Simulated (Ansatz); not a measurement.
# CH3F2In: basis-set convergence

Aim: see how fast density functionals converge with the basis set for CH3F2In.

Computed with Ansatz 0.2.0, Gaussian basis. Level: one geometry, several basis sets.

Plan: PBE0-D4/def2-SVP; ωB97M-V/def2-SVP; PBE0-D4/def2-QZVPP; ωB97M-V/def2-QZVPP; the functionals' def2-TZVPP values are taken from earlier runs.

### Step 1. The relaxed structure

The geometry comes from an earlier relaxation with PBE0-D4 in a triple-zeta def2 set; it is a stationary point, not always the lowest conformer. In takes the def2 core potential; no spin-orbit term is included.

SMILES `F[CH](F)[InH2]`, 7 atoms, charge 0, spin multiplicity 1.

Atoms are counted from 1 here; the program's logs count them from 0.

Bond lengths: F1–C2 1.371 Å, C2–F3 1.371 Å, C2–In4 2.215 Å, C2–H5 1.095 Å, In4–H6 1.723 Å, In4–H7 1.718 Å. Angles: F1–C2–F3 107.0°, F1–C2–In4 109.5°, F1–C2–H5 106.7°, F3–C2–In4 109.5°, F3–C2–H5 106.6°, In4–C2–H5 117.1°, C2–In4–H6 118.8°, C2–In4–H7 116.9°, H6–In4–H7 124.3°.

Coordinates:

```xyz
7
charge 0, multiplicity 1
F     0.09127   -1.77940    0.69159
C     0.57094   -0.49663    0.62048
F     1.82452   -0.56825    0.06914
In   -0.74525    0.71180   -0.68868
H     0.70117   -0.15251    1.65231
H    -1.50463    2.11451   -0.03699
H    -0.93803    0.17048   -2.30783
```

### Step 2. PBE0-D4 in def2-SVP

The input, in.yaml:

```yaml
crystal:
  periodic: [false, false, false]
  atoms:
    - {symbol: F, position_ang: [0.091267, -1.779396, 0.691588]}
    - {symbol: C, position_ang: [0.570940, -0.496628, 0.620479]}
    - {symbol: F, position_ang: [1.824522, -0.568250, 0.069141]}
    - {symbol: In, position_ang: [-0.745252, 0.711803, -0.688685]}
    - {symbol: H, position_ang: [0.701165, -0.152507, 1.652313]}
    - {symbol: H, position_ang: [-1.504625, 2.114511, -0.036992]}
    - {symbol: H, position_ang: [-0.938026, 0.170477, -2.307834]}
basis:
  gaussian: {orbitals: def2-SVP}
hamiltonian: {xc: pbe0, dispersion: d4}
output: {orbitals: {seedname: orbitals}}
```

The run is started by

```
$ ansatz run in.yaml --threads 2 --pin off --events-out ev --progress --plain --max-ram 4352MiB
```

The runs that follow: ωB97M-V in def2-SVP; PBE0-D4 in def2-QZVPP; ωB97M-V in def2-QZVPP.

Before running them: what should the planned runs give, taken together? Wanted: PBE0-D4: double and triple zeta above quadruple; ωB97M-V: double and triple zeta above quadruple.

The runs gave:

```
                                       quantity          value
PBE0-D4: double and triple zeta above quadruple  8.58, 0.39 eV
ωB97M-V: double and triple zeta above quadruple  8.78, 0.38 eV
```

In words: PBE0-D4 gains 8.19 eV from double to triple zeta, then 0.39 eV more. Total energies overstate the basis error of differences, where much of it tends to cancel.
